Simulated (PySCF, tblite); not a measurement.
# C4H11NSi3: geometry, infrared bands and NMR shifts

Aim: predict the infrared bands and NMR shifts of C4H11NSi3 (`C[SiH2][Si@@H]1C[SiH2][C@@H]1C#N`).

Computed with tblite 0.8.0 and PySCF 2.14.0, with density-fitted response routines of our own, on a single molecule in the gas phase. Atoms are numbered from 0 throughout.

## (1) Starting geometry

19 atoms, charge 0, multiplicity 1; geometry from: force field or distance geometry start.

Bonds of the start (Å): C0–Si1 1.84, Si1–Si2 2.16, Si2–C3 1.88, C3–Si4 1.88, Si4–C5 1.88, C5–C6 1.45, C6–N7 1.14, C5–Si2 1.85, C0–H8 1.10, C0–H9 1.11, C0–H10 1.10, Si1–H11 1.48, Si1–H12 1.49, Si2–H13 1.49, C3–H14 1.11, C3–H15 1.09, Si4–H16 1.46, Si4–H17 1.48, C5–H18 1.12.

## (2) Relaxing the molecule with GFN2-xTB

What the job is given:

```
{"job": {"kind": "relax", "xc": "GFN2-xTB", "basis": "xTB"}, "charge": 0, "multiplicity": 1}
C      2.683100     0.568900     0.163700
Si     1.860300    -0.770800    -0.801200
Si    -0.302600    -0.833900    -0.765400
C     -1.224700     0.643200    -1.484800
Si    -2.599000     0.146300    -0.294800
C     -1.226700    -0.515100     0.802300
C     -0.739400     0.559900     1.647900
N     -0.374400     1.405600     2.324900
H      2.017400     0.990300     0.926400
H      2.985600     1.375200    -0.537600
H      3.574600     0.161500     0.673300
H      2.320200    -0.627300    -2.199800
H      2.464900    -2.051300    -0.333500
H     -0.864300    -2.066400    -1.387800
H     -0.761000     1.618400    -1.237400
H     -1.535400     0.503900    -2.518900
H     -3.316600     1.276500     0.297800
H     -3.470700    -0.934700    -0.794800
H     -1.501100    -1.440800     1.373800
```

The run is started by

```
OMP_NUM_THREADS=1 python probes_run.py task.json out
```

One launch serves the whole session: the jobs run in the order shown.

**Question.** This job is followed by: GFN2-xTB harmonic vibrations, gas phase; GIAO PBE0/pcSseg-1 NMR shielding, non-relativistic, gas phase. What will the session give for the following? strongest single infrared mode (GFN2-xTB); zero-point energy (GFN2-xTB); ¹³C shifts against TMS (PBE0/pcSseg-1); ¹H shifts against TMS (PBE0/pcSseg-1, means over atoms taken as alike); ²⁹Si shifts against TMS (PBE0/pcSseg-1); ¹⁵N shifts against NH3 (PBE0/pcSseg-1).

As calculated:

```
                                                              quantity                                                     value
                             strongest single infrared mode (GFN2-xTB)                                     2261 cm⁻¹, 446 km/mol
                                          zero-point energy (GFN2-xTB)                                             81.2 kcal/mol
                                ¹³C shifts against TMS (PBE0/pcSseg-1)                              126.6, -3.0, -7.1, -11.1 ppm
¹H shifts against TMS (PBE0/pcSseg-1, means over atoms taken as alike)  5.25, 5.16, 5.10, 4.18, 4.05, 1.92, 0.85, 0.81, 0.55 ppm
                               ²⁹Si shifts against TMS (PBE0/pcSseg-1)                                   -22.5, -25.6, -78.6 ppm
                                ¹⁵N shifts against NH3 (PBE0/pcSseg-1)                                                 291.4 ppm
```

In words: The optimisation took 150 steps and gained 0.916 eV; among the close pairs (by a distance rule), Si1–Si2 changed most, from 2.164 to 2.314 Å. All 51 modes are real, so the xTB geometry is a minimum. The strongest single mode, at 2261 cm⁻¹, moves mainly H17. GFN2-xTB is a fitted tight-binding method: band positions and strengths are rough. Its intensities can rank the bands wrongly. At PBE0/pcSseg-1: The largest span, 458 ppm, is at N7, where the paramagnetic term is -365 ppm.
